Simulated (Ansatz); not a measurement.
# 40-atom supercell of perovskite BaZrO3 with displaced atoms, part 3 of 3

Ansatz 0.2.0, PAW. The steps go on from the part before.

## Step 4: r²SCAN on the same atoms

in.yaml reads:

```yaml
crystal:
  lattice:
    - [8.361961, 0.000000, 0.000000]
    - [0.000000, 8.361961, 0.000000]
    - [0.000000, 0.000000, 8.361961]
  atoms:
    - { symbol: Ba, position: [0.015221, 0.981791, 0.981737] }
    - { symbol: Ba, position: [0.022502, 0.992314, 0.492061] }
    - { symbol: Ba, position: [0.979344, 0.489851, 0.996982] }
    - { symbol: Ba, position: [0.002811, 0.505128, 0.496641] }
    - { symbol: Ba, position: [0.488348, 0.009232, 0.021791] }
    - { symbol: Ba, position: [0.502926, 0.977981, 0.516619] }
    - { symbol: Ba, position: [0.502794, 0.470384, 0.025697] }
    - { symbol: Ba, position: [0.478331, 0.496643, 0.531130] }
    - { symbol: Zr, position: [0.287823, 0.242212, 0.235826] }
    - { symbol: Zr, position: [0.228916, 0.234399, 0.709666] }
    - { symbol: Zr, position: [0.232414, 0.734405, 0.271524] }
    - { symbol: Zr, position: [0.219100, 0.794428, 0.751654] }
    - { symbol: Zr, position: [0.768047, 0.251105, 0.261072] }
    - { symbol: Zr, position: [0.746757, 0.239729, 0.740946] }
    - { symbol: Zr, position: [0.745794, 0.771835, 0.231396] }
    - { symbol: Zr, position: [0.743064, 0.748551, 0.752435] }
    - { symbol: O, position: [0.230978, 0.264730, 0.980180] }
    - { symbol: O, position: [0.255833, 0.204330, 0.486635] }
    - { symbol: O, position: [0.230849, 0.731412, 0.017302] }
    - { symbol: O, position: [0.247665, 0.749657, 0.504104] }
    - { symbol: O, position: [0.726534, 0.262544, 0.991600] }
    - { symbol: O, position: [0.749879, 0.263963, 0.495019] }
    - { symbol: O, position: [0.775578, 0.733443, 0.979793] }
    - { symbol: O, position: [0.750659, 0.767890, 0.489104] }
    - { symbol: O, position: [0.016925, 0.276762, 0.220849] }
    - { symbol: O, position: [0.998048, 0.240825, 0.755608] }
    - { symbol: O, position: [0.987613, 0.777588, 0.244491] }
    - { symbol: O, position: [0.981822, 0.750966, 0.734136] }
    - { symbol: O, position: [0.527075, 0.228575, 0.251627] }
    - { symbol: O, position: [0.490230, 0.261181, 0.777313] }
    - { symbol: O, position: [0.510798, 0.776669, 0.225025] }
    - { symbol: O, position: [0.511472, 0.754741, 0.736085] }
    - { symbol: O, position: [0.256287, 0.984810, 0.263173] }
    - { symbol: O, position: [0.240809, 0.961406, 0.760892] }
    - { symbol: O, position: [0.233932, 0.473655, 0.280145] }
    - { symbol: O, position: [0.245256, 0.515673, 0.755623] }
    - { symbol: O, position: [0.739734, 0.972384, 0.255436] }
    - { symbol: O, position: [0.757522, 0.004560, 0.716716] }
    - { symbol: O, position: [0.735613, 0.509516, 0.240729] }
    - { symbol: O, position: [0.776737, 0.482333, 0.716701] }
  symmetry: { detect: false }
kpoints:
  mp_grid: { grid: [1, 1, 1], shift: [0.25, 0.25, 0.25] }
hamiltonian:
  xc: r2scan
scf:
  occupations: { method: fermi_dirac, width: 0.01 }
output:
  forces: true
  eigenvalues: true
  populations: true
  eigenstates: { kpoints: [[0.25, 0.25, 0.25]], e_range: [-6.0, 6.0], localisation: true }
```

On the command line:

```
ansatz run in.yaml --threads 2 --pin off --max-ram 20900MiB --runs-dir r --events-out ev --progress --plain
```

What it wrote:

```text
Pseudopotentials: kind: paw
Functional definition: r2SCAN
  parameter k0 = 0.174
  parameter k1 = 0.065
  parameter a1 = 4.9479
  exchange = r2scan_x(k0 = k0, k1 = k1, a1 = a1)
  correlation = r2scan_c
Crystal: 40 atoms, lattice volume = 584.688 Å³
Basis set: ecut = 500 eV, 14795 PW (Γ), exchange–correlation on 256×256×256 points (64 copies of the dense FFT grid, shifted against one another)
Bands: 200, of which v1, the nominal top of the filled ones, is band 160 counted from 1 (159 counted from 0)
Symmetry: 1 space group operations
k-points: 1
Non-local potential: Ba, projectors of the file, l = 0: 3, l = 1: 2, l = 2: 2, l = 3: 2
Non-local potential: Zr, projectors of the file, l = 0: 3, l = 1: 2, l = 2: 2, l = 3: 2
Non-local potential: O, projectors of the file, l = 0: 2, l = 1: 2, l = 2: 1
PAW form: soft (Blöchl's): semilocal exchange-correlation on the pseudo side does not see the compensation charge
PAW frozen core: Ba, regenerated for the run's functional (the file was generated under x = pbe(κ = 0.804, μ = 0.2195149727645171), c = pbe(β = 0.06672455060314922))
PAW frozen core: Zr, regenerated for the run's functional (the file was generated under x = pbe(κ = 0.804, μ = 0.2195149727645171), c = pbe(β = 0.06672455060314922))
PAW frozen core: O, regenerated for the run's functional (the file was generated under x = pbe(κ = 0.804, μ = 0.2195149727645171), c = pbe(β = 0.06672455060314922))
PAW one-centre angular grid: Ba, 302 points (default); XC on 160 Gauss nodes
PAW one-centre angular grid: Zr, 590 points (default); XC on 160 Gauss nodes
PAW one-centre angular grid: O, 302 points (default); XC on 160 Gauss nodes
Initial density: superposition of atomic densities (neutral atoms: chi_scale 0, normalization atom), corrected by the library's trained network
Initial wavefunctions: pseudopotential atomic-orbital guess
Functional: x = r2scan, c = r2scan; τ floored in thin density (d = 2e-4 eV/Å³)
SCF iter   1: F=—  HF=-94981.969222 eV  |F-HF|=—  |Δ(HF+E_count)|=         —  Δρ=1.49e-2  dr2=1.96e0  dr2_τ=2.70e0  ethr=1.77e-3  ⟨swp⟩=6.0  Hψ=857  notcnv=0  defer=23
preconditioner: auto → Resta (q_TF=auto, 2.468 Å⁻¹)  ε∞=4.4  [insulator: Δε(μ)=3.693 eV  Ē_g=12.947 eV  σ=0.010 eV  W_gap=1.00  n_scr=146 (ndim 8)  ℏωp=23.8 eV  f_vac=0.002  D(μ)=0.00/eV (n_scr^D=0)  ε∞_Penn≈4.4]
SCF iter   2: F=—  HF=-94982.848021 eV  |F-HF|=—  |Δ(HF+E_count)|=   8.79e-1  Δρ=7.28e-3  dr2=1.87e-1  dr2_τ=7.00e-2  ethr=6.14e-4  ⟨swp⟩=2.0  Hψ=344  notcnv=0  defer=35
SCF iter   3: F=—  HF=-94982.829185 eV  |F-HF|=—  |Δ(HF+E_count)|=   1.88e-2  Δρ=3.18e-3  dr2=5.81e-2  dr2_τ=4.96e-3  ethr=5.85e-5  ⟨swp⟩=2.0  Hψ=267  notcnv=0  defer=35
SCF iter   4: F=—  HF=-94982.822354 eV  |F-HF|=—  |Δ(HF+E_count)|=   6.83e-3  Δρ=1.41e-3  dr2=1.06e-2  dr2_τ=1.79e-3  ethr=1.82e-5  ⟨swp⟩=3.0  Hψ=272  notcnv=0  defer=35
SCF iter   5: F=—  HF=-94982.821079 eV  |F-HF|=—  |Δ(HF+E_count)|=   1.28e-3  Δρ=4.00e-4  dr2=7.70e-4  dr2_τ=1.04e-4  ethr=3.31e-6  ⟨swp⟩=2.0  Hψ=332  notcnv=0  defer=35
SCF iter   6: F=—  HF=-94982.821248 eV  |F-HF|=—  |Δ(HF+E_count)|=   1.69e-4  Δρ=1.55e-4  dr2=1.24e-4  dr2_τ=1.71e-5  ethr=2.41e-7  ⟨swp⟩=2.0  Hψ=317  notcnv=0  defer=35
SCF iter   7: F=—  HF=-94982.821236 eV  |F-HF|=—  |Δ(HF+E_count)|=   1.22e-5  Δρ=5.93e-5  dr2=1.79e-5  dr2_τ=2.76e-6  ethr=3.89e-8  ⟨swp⟩=2.0  Hψ=275  notcnv=0  defer=35
SCF iter   8: F=—  HF=-94982.822388 eV  |F-HF|=—  |Δ(HF+E_count)|=   1.15e-3  Δρ=2.08e-5  dr2=2.90e-6  dr2_τ=3.29e-7  ethr=5.60e-9  ⟨swp⟩=2.0  Hψ=285  notcnv=0  defer=35
SCF iter   9: F=—  HF=-94982.822388 eV  |F-HF|=—  |Δ(HF+E_count)|=   1.85e-7  Δρ=7.74e-6  dr2=3.32e-7  dr2_τ=4.41e-8  ethr=9.07e-10  ⟨swp⟩=2.0  Hψ=275  notcnv=0  defer=35
SCF iter  10: F=-94982.822388 eV  HF=-94982.822388 eV  |F-HF|=9.15e-9  |Δ(HF+E_count)|=   9.53e-9  Δρ=3.07e-6  dr2=4.73e-8  dr2_τ=6.71e-9  ethr=3.13e-11  ⟨swp⟩=13.0  Hψ=1243  notcnv=0
SCF 1 converged in 10 iterations: F = -94982.822388 eV  dr2 = 4.73e-8
NSCF: frozen V_eff on 1 k-points
SCF converged after 10 iterations
Free energy (F): -94982.822388 eV
Harris-Foulkes:  -94982.822388 eV  (|F-HF|=9.15e-9)
Internal energy: -94982.822388 eV  (E = F + TS)
E sigma→0 (E₀):  -94982.822388 eV
Fermi energy:    11.985328 eV
--- Per-component energies (eV) ---
  E_band       = -942.346776
  E_kinetic    = 8346.069841
  E_local      = -16009.726014  (includes V_loc(G=0)·N_el)
  E_nonlocal   = 2190.770536
  E_hartree    = 5745.051324
  E_xc         = -4316.368969
  E_vxc        = -5479.304819  (∫ρ·V_xc dr)
  E_paw        = -69613.231358  (= ΣΔE_a)
  E_vpaw       = -1803.823803  (= ΣTr[D̂ρ^β])
  E_aug_tail   = 0.024539  (compensation charges beyond the density's cutoff)
  E_vtau       = 323.539504  (kinetic-family band-sum trace: ∫τ·v_τ [+ j·A + Jᵃ·Aᵃ] dr)
  E_ewald      = -21323.891099
  E_core_change = -1.521188  (= ΣΔE_core)
  E_smearing   = -0.000000  (= −TS)
  E_closure    = -0.000000  (closes the sum)
  Σ components = -94982.822388   (vs F -94982.822388, Δ=0.00e0)
--- Forces (eV/Å), atoms counted from 1 ---
  atom   1  Ba    -1.54721755     1.03939308     2.35919324
  atom   2  Ba    -2.96828752    -0.54053342    -1.38213058
  atom   3  Ba     1.31081312     0.03123966    -0.60756965
  atom   4  Ba    -1.49347848     0.39067851     0.57200836
  atom   5  Ba     0.67631198    -1.03812478    -0.92438864
  atom   6  Ba     1.29402405    -0.29567747    -1.44204991
  atom   7  Ba    -0.44370845     1.94739250    -1.74135066
  atom   8  Ba     1.20181021     0.76146844     0.19675253
  atom   9  Zr    -4.60101199    -0.40847329    -0.84041988
  atom  10  Zr     2.16558380     5.45737405     6.66196329
  atom  11  Zr     1.19583967     0.71957108    -4.80095081
  atom  12  Zr    -2.53791261   -47.35286785    -0.41608734
  atom  13  Zr     1.24281023     1.85922746    -1.80821742
  atom  14  Zr    -1.26081993     1.68421465     1.67061573
  atom  15  Zr     0.00783938   -11.11771001     1.03635436
  atom  16  Zr     0.18685707    -1.01696544    -3.38193716
  atom  17  O      1.57662210    -2.00791801     1.80468992
  atom  18  O      0.27094901     0.59487496    -0.76760550
  atom  19  O     -0.06688250     1.19863932    -0.65593300
  atom  20  O      0.00810810     0.58086727     0.68666968
  atom  21  O      1.14467139    -1.13595075     0.80344113
  atom  22  O      0.19169860    -0.88266481    -0.41043864
  atom  23  O     -0.35875752     0.88558740     1.75018043
  atom  24  O     -0.06940079    -0.69417513     0.43813149
  atom  25  O     -1.67506063    -2.12990221     1.44764095
  atom  26  O      0.64073684    -0.95548483    -0.93125212
  atom  27  O      3.44411103    -0.70126588     0.75334343
  atom  28  O      2.09995986     1.26000697    -0.28309410
  atom  29  O     -2.26965631     0.18831757    -0.04537788
  atom  30  O     -0.50984935    -1.26182561    -2.10798889
  atom  31  O     -3.64429724    -1.14667255     0.42805965
  atom  32  O     -2.62645274     0.54859639     0.43339107
  atom  33  O     -0.10083705     1.40660901    -0.70908398
  atom  34  O      5.64859129    42.96598166     1.72830719
  atom  35  O      1.86777409     1.51173537     0.11814210
  atom  36  O     -0.21926966    -3.40939168    -1.96285909
  atom  37  O      0.60402538    13.08690486     0.25867314
  atom  38  O     -0.05437443    -0.97913421     0.94149505
  atom  39  O      0.48416831    -2.62284663     0.37590344
  atom  40  O     -0.81602151     1.57912354     0.75367566
  max |Σ_I F_I| component: 2.19e-4 eV/Å
--- Band table (eV) ---
  k-point 0: bands = ["-39.7356", "-39.5924", "-39.2461", "-39.2073", "-39.1328", "-38.6159", "-38.1971", "-37.5173", "-21.0620", "-17.6310", "-17.3457", "-17.2937", "-17.2328", "-17.2030", "-17.0389", "-16.9824", "-16.8440", "-16.8204", "-16.7493", "-16.7311", "-16.7071", "-16.6815", "-16.5818", "-16.4555", "-16.4098", "-16.3845", "-16.2899", "-16.2518", "-16.1963", "-16.1137", "-16.0960", "-16.0128", "-15.9627", "-15.9351", "-15.9038", "-15.7059", "-15.6813", "-15.3919", "-15.1643", "-14.9988", "-8.5203", "-8.1301", "-8.0088", "-7.8395", "-7.7283", "-7.5519", "-7.5100", "-7.3669", "-7.2672", "-7.1466", "-7.0708", "-7.0528", "-6.8721", "-6.7529", "-6.6470", "-6.5309", "-6.4120", "-6.3762", "-6.2745", "-6.2503", "-6.1069", "-5.8538", "-5.6408", "-5.3827", "-2.0138", "-1.9185", "-1.6878", "-1.5915", "-1.5222", "-1.4185", "-1.3610", "-1.3193", "-1.2170", "-1.1663", "-1.1236", "-1.0198", "-0.9893", "-0.9531", "-0.9118", "-0.8786", "-0.7698", "-0.7444", "-0.6201", "-0.4302", "-0.3289", "-0.1350", "0.0083", "0.0495", "2.9261", "3.0519", "5.0904", "5.3558", "5.6653", "5.7681", "5.8153", "6.0034", "6.0546", "6.1166", "6.1585", "6.1941", "6.3038", "6.3710", "6.4331", "6.4903", "6.5177", "6.6260", "6.6851", "6.7487", "6.8597", "6.9036", "6.9393", "6.9913", "7.0548", "7.1759", "7.2266", "7.3737", "7.4482", "7.5606", "7.5700", "7.6434", "7.7364", "7.7723", "7.8734", "7.9464", "8.0096", "8.0416", "8.1364", "8.2142", "8.2516", "8.3185", "8.3587", "8.3963", "8.4734", "8.5283", "8.5937", "8.6147", "8.6966", "8.7646", "8.7974", "8.8348", "8.8829", "8.9144", "8.9713", "9.0791", "9.1103", "9.1533", "9.2357", "9.2968", "9.3334", "9.4108", "9.5207", "9.5865", "9.6908", "9.7832", "9.8422", "9.8857", "10.0754", "10.2436", "10.3252", "10.4638", "13.5068", "13.5937", "13.7589", "13.8611", "14.0147", "14.4368", "14.4928", "14.7064", "14.7617", "14.9050", "15.0707", "15.1221", "15.1640", "15.2944", "15.3379", "15.4287", "15.5134", "15.6610", "15.7863", "15.8705", "15.9380", "16.0424", "16.1149", "16.2061", "16.3231", "16.4460", "16.5282", "16.6481", "16.7280", "16.8039", "16.8837", "16.9432", "17.0555", "17.1278", "17.2370", "17.2825", "17.3537", "17.4210", "17.4740", "17.5553"]
--- Löwdin populations: 40 sites ---
  site symbol       q [e]
     0     Ba      8.1693
     1     Ba      8.1554
     2     Ba      8.1954
     3     Ba      8.1818
     4     Ba      8.1740
     5     Ba      8.1815
     6     Ba      8.1753
     7     Ba      8.1925
     8     Zr     10.7427
     9     Zr     10.7977
    10     Zr     10.7065
    11     Zr     10.9319
    12     Zr     10.7081
    13     Zr     10.7027
    14     Zr     10.7958
    15     Zr     10.7294
    16      O      6.9423
    17      O      6.8159
    18      O      6.9535
    19      O      6.8745
    20      O      6.9930
    21      O      6.8144
    22      O      6.8710
    23      O      6.9901
    24      O      6.9438
    25      O      6.8143
    26      O      6.8906
    27      O      6.8561
    28      O      6.8410
    29      O      6.9754
    30      O      6.9498
    31      O      6.9431
    32      O      6.9322
    33      O      6.4072
    34      O      6.8796
    35      O      7.0109
    36      O      6.7223
    37      O      6.8907
    38      O      6.9750
    39      O      6.9517
  spilling = 0.010067 (of n_electrons = 320.000000)
```

Run time: 44 s. Hardware: 2 threads of AMD EPYC 7R13, shared host; peak memory 2.1 GiB.

Spacing of the frontier levels at the single k point (¼, ¼, ¼): 3.04 eV (10.464 to 13.507 eV).

The states next to the gap (eigenstates.tsv), from the top filled level:

| level (eV) | spin | filling | atoms sharing it | main element | its share | largest atom |
| --- | --- | --- | --- | --- | --- | --- |
| -0.39 | both | 2.00 | 4.0 | O | 0.94 | O24 (0.47) |
| -0.22 | both | 2.00 | 3.2 | O | 0.94 | O24 (0.54) |
| -0.14 | both | 2.00 | 2.6 | O | 0.93 | O36 (0.61) |
| 0.00 | both | 2.00 | 2.3 | O | 0.93 | O36 (0.64) |
| 3.04 | both | 0.00 | 6.3 | Zr | 0.58 | Zr10 (0.36) |
| 3.13 | both | 0.00 | 8.4 | Zr | 0.56 | Zr10 (0.29) |
| 3.30 | both | 0.00 | 12.8 | Zr | 0.56 | Zr9 (0.20) |
| 3.40 | both | 0.00 | 10.7 | Zr | 0.56 | Zr9 (0.24) |

Forces on the displaced atoms, rms: Ba 2.24, Zr 17.77, O 9.52 eV/Å; the largest is 47.42 eV/Å.

Against PBEsol, the force components have a slope of 1.022 and differ by 0.164 eV/Å rms.

## Step 5: Results

This closing draws on all 3 parts.

| level | time | top filled to lowest empty (eV) | pressure (GPa) | force change (eV/Å rms) |
| --- | --- | --- | --- | --- |
| PBEsol | 23 s (2 CPU threads) | 2.65 | 9.90 | 0 |
| HSE06 | 16 s (GPU) | 4.06 | - | 0.159 |
| r²SCAN | 44 s (2 CPU threads) | 3.04 | - | 0.164 |

**In words.** At the same k points, PBEsol gives a spacing 1.41 eV smaller and r²SCAN gives a spacing 1.02 eV smaller than the 4.06 eV of HSE06. HSE06 forces are 2 % stiffer than those of PBEsol by the slope, and differ by 0.16 eV/Å rms. With one k point the spacing samples only the states that fold onto it, so it can exceed the gap over the zone.
